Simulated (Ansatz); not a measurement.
Crystal: HPbNO4.

```
H Pb N O
1.0
     4.12040   -0.00081   -0.01120
     0.00404    6.42722    0.05360
     0.02791    3.20707    7.74994
H Pb N O
2 2 2 8
Direct
  0.90366 0.21821 0.48851
  0.40337 0.78177 0.51142
  0.39455 0.30863 0.70725
  0.89489 0.69135 0.29266
  0.63409 0.19990 0.20730
  0.13386 0.80012 0.79275
  0.90829 0.32866 0.54369
  0.53792 0.39076 0.19497
  0.53483 0.11279 0.10602
  0.83718 0.08887 0.32672
  0.40817 0.67132 0.45624
  0.03774 0.60924 0.80520
  0.03429 0.88737 0.89397
  0.33716 0.91101 0.67330
```

The cell was built by a generator and needn't be a form met in nature.

Base run:

```yaml
Program: Ansatz 0.2.0
Functional: PBE
Potentials_or_basis: Ansatz PAW
Cutoff: 420 eV
Density_cutoff: 1680 eV
k_mesh: 7 × 5 × 4
Occupations: fermi-dirac, width 0.05 eV
Spin: no spin polarisation
```

Its results: band gap on the k mesh 3.30 eV, indirect (least direct gap 3.39 eV); pressure 0.0 GPa; largest force 0.007 eV/Å.

Problem. The run is repeated on the same cell with these changes: functional from PBE to BLYP. What comes out?

Solution. Band gap on the k mesh 3.27 eV, indirect (least direct gap 3.37 eV); pressure 2.1 GPa; largest force 0.342 eV/Å.

BLYP binds less tightly than PBE, so the same cell stands under more pressure.

Caveats: spin-orbit coupling is left out, which as a rule narrows the gap of such compounds by several tenths of an eV; odd divisions of the mesh miss points on the zone boundary, where band edges often lie, so the gap on the mesh can be too wide (some runs); the potentials were made for another functional, which shifts forces and pressure (some runs); the PAW data sets come from PBE, with cores solved anew for the run's functional, which leaves a small shift of forces and pressure (some runs).

Not every run made on this cell is shown here.
